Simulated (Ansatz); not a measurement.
# H6O2SSi: the cost of one run

Program: Ansatz 0.2.0. Level of theory: UKS PBE0-D4/def2-SVP. These are calculated values, not measurements.

### 1 The starting structure

Bond lengths: Si1–S2 2.526 Å, Si1–H3 1.454 Å, Si1–H4 1.446 Å, Si1–O5 1.626 Å, Si1–O7 2.070 Å, S2–H8 1.328 Å, O5–H9 0.954 Å, O7–H10 0.957 Å. Angles: Si1–S2–H8 94.2°, S2–Si1–H3 85.9°, S2–Si1–H4 95.5°, S2–Si1–O5 142.1°, S2–Si1–O7 74.2°, H3–Si1–H4 119.3°, H3–Si1–O5 92.2°, H3–Si1–O7 148.5°, H4–Si1–O5 117.9°, H4–Si1–O7 87.3°, O5–Si1–O7 89.1°, Si1–O5–H9 122.5°, Si1–O7–H10 116.7°.

Structure file:

```xyz
10

Si   -0.0742   -0.6792   -0.5338
S     1.3124   -0.6788    1.5778
H     1.1068   -1.2216   -1.1852
H    -1.0854   -1.5841   -0.0348
O    -0.4434    0.2350   -1.8274
H    -0.0780    0.4483    1.5956
O    -0.9070    0.7706    0.6859
H     2.1459    0.2619    1.1477
H    -1.2345    0.7661   -1.8709
H    -0.7428    1.6817    0.4452
```

### 2 Pulling towards end A

Springs on the bonds that form and break draw the guess towards this end; the thresholds are loose.

Contents of input.yaml:

```yaml
crystal:
  periodic: [false, false, false]
  atoms:
    - { symbol: Si, position_ang: [-0.0742, -0.6792, -0.5338] }
    - { symbol: S, position_ang: [1.3124, -0.6788, 1.5778] }
    - { symbol: H, position_ang: [1.1068, -1.2216, -1.1852] }
    - { symbol: H, position_ang: [-1.0854, -1.5841, -0.0348] }
    - { symbol: O, position_ang: [-0.4434, 0.235, -1.8274] }
    - { symbol: H, position_ang: [-0.078, 0.4483, 1.5956] }
    - { symbol: O, position_ang: [-0.907, 0.7706, 0.6859] }
    - { symbol: H, position_ang: [2.1459, 0.2619, 1.1477] }
    - { symbol: H, position_ang: [-1.2345, 0.7661, -1.8709] }
    - { symbol: H, position_ang: [-0.7428, 1.6817, 0.4452] }
magnetization:
  spin_polarized: true
basis:
  gaussian: { orbitals: def2-SVP }
hamiltonian:
  xc: pbe0
  dispersion: d4
relax:
  f_tol: 0.15
  max_steps: 25
  restrain:
    - { distance: [0, 6], at: 3.07, k: 30.0 }
    - { distance: [5, 1], at: 2.66, k: 30.0 }
    - { distance: [0, 1], at: 2.16, k: 30.0 }
    - { distance: [5, 6], at: 0.97, k: 30.0 }
```

Command:

```
> ansatz run input.yaml --threads 2 --pin off --max-ram 3072MiB --backend cpu --events-out ev --progress --plain --runs-dir out
```

Q: Estimate wall time and peak memory on 2 threads of Intel Xeon Platinum 8488C (Sapphire Rapids), shared host.

About 33 s, with a peak of 0.29 GiB.
